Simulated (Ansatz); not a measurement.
This was printed by a script on Ansatz 0.2.0, Python API, for a single point in a Gaussian basis of CH5PSSi, SMILES P[SiH]1CS1. What did the script look like? Settings: B2PLYP, def2-TZVP basis, multiplicity 1.

Input file `ch5pssi.xyz`:
```text
9

P    -1.71120    0.93380    0.49340
Si   -0.14800   -0.47670    0.72230
C     1.36970   -0.16550   -0.16110
S     0.54300   -0.93360   -1.33600
H    -2.43650    0.30850   -0.58480
H    -1.08040    1.88440   -0.38340
H    -0.42120   -1.78610    1.33910
H     1.69740    0.88550   -0.35320
H     2.27550   -0.69660    0.24640
```

```console
$ python energy.py
INFO:run:reference energy    -29103.424420 eV
INFO:run:total energy        -29108.947317 eV
occupied (up, down): [12, 12]  virtual: [144, 144]  frozen: 16
<S^2> = 0.0  relativity: none
passes: {'evaluations': 17, 'products': 29}
occupied orbitals by irrep: [{'A': 28}, {'A': 28}]
```

One script that gives this output:

The script, `energy.py`:
```python
"""Single point of CH5PSSi in a Gaussian basis."""

import logging
import sys

import ansatz as az

logging.basicConfig(stream=sys.stdout, format="%(levelname)s:%(name)s:%(message)s")
logger = logging.getLogger("run")
logger.setLevel(logging.INFO)


def main() -> None:
    system = az.Crystal.molecule_from_extxyz("ch5pssi.xyz")

    job = system.calculation()
    job = job.basis(gaussian="def2-TZVP")
    job = job.functional(az.LibraryFunctional("B2PLYP"))
    outcome = job.run(threads=1)
    rep = outcome.report

    logger.info("reference energy %16.6f eV" % rep["reference_energy_ev"])
    logger.info("total energy     %16.6f eV" % rep["free_energy_ev"])
    print("occupied (up, down):", rep["n_occupied"], " virtual:", rep["n_virtual"], " frozen:", rep["n_frozen"])

    field = rep["mean_field"]
    print("<S^2> =", round(abs(field["state"]["spin_squared"]), 4), " relativity:", field["relativity"])
    print("passes:", field["passes"])
    if "symmetry" in field:
        print("occupied orbitals by irrep:", field["symmetry"]["occupied"])


if __name__ == "__main__":
    main()
```

What to keep in mind:
- These settings explore the input space; basis and method may be short of convergence.
- The geometry is a force-field or estimated start, not a minimum of this method, and the basis set is short of its limit.
- For a double hybrid the total adds scaled second-order correlation to the self-consistent reference.
- Timing: 11 s on 1 thread of Arm Neoverse V2, on a shared host, peak memory 0.4 GiB.

(Lines on the test bed's own set-up are left out of the output.)
